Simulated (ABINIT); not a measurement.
Set up this calculation in ABINIT 10.8.3 (patched build), as the native input.

```yaml
Task: single point
Functional: LDA
Potentials_or_basis: JTH PAW LDA v2.0
Cutoff: 408 eV
k_mesh: 7 × 7 × 7
Occupations: fermi-dirac, width 0.05 eV
Spin: no spin polarisation
Fine-grid_cutoff: 816.342 eV
```

The system is TaAs.

```xyz
4
Lattice="-1.7218 1.7218 5.8679 1.7218 -1.7218 5.8679 1.7218 1.7218 -5.8679" Properties=species:S:1:pos:R:3 pbc="T T T"
Ta    0.0000    0.0000    5.8676
Ta    1.7218    0.0000    2.9336
As    0.0000    0.0000    0.9698
As    0.0000    1.7218    3.9037
```

The cell is a database's computed one.

One way to write it, as run:

run.abi

```
# Pseudopotentials
pp_dirpath "./"
pseudos "Ta.LDA_PW-JTH.xml, As.LDA_PW-JTH.xml"

# Structure
acell 6.3531110788 6.3531110788 6.3531110788 Angstrom
rprim
    -0.2710189293     0.2710189293     0.9236327625
     0.2710189293    -0.2710189293     0.9236327625
     0.2710189293     0.2710189293    -0.9236327625
ntypat 2
znucl 73 33
natom 4
typat 1 1 2 2
xred
     0.4999673000     0.4999673000     0.0000000000
     0.2499673000     0.7499673000     0.5000000000
     0.0826321200     0.0826321200     0.0000000000
     0.8326321200     0.3326321200     0.5000000000

# Plane-wave basis
ecut 408.170794 eV
pawecutdg 30.0

# k points
kptopt 1
ngkpt 7 7 7
nshiftk 1
shiftk 0.0 0.0 0.0

# Exchange and correlation
ixc 7

# Bands and occupations
nband 34
occopt 3
tsmear 0.00183747

# SCF cycle
nstep 100
tolvrs 1.0e-9

# Output
iomode 3
prtwf 0
prtden 0
prteig 0
prtebands 0
enunit 2
```

Potentials or basis: JTH PAW LDA v2.0.

Run with:

```sh
$ abinit run.abi > log 2>&1
```

Results of the run:

```json
{
  "Largest force": "0.020 eV/Å",
  "Band gap on the k mesh": "0.07 eV, direct",
  "Valence electrons inside the program's atomic spheres": "Ta 10.58; As 12.84"
}
```

Caveat: spin-orbit coupling is left out, which moves the levels of the heavy elements; an odd mesh through Γ misses points on the zone boundary, where band edges often lie.

Run time: 3.3 min on 1 thread of Arm Neoverse V1, with other jobs on the host, peak memory 0.18 GiB.
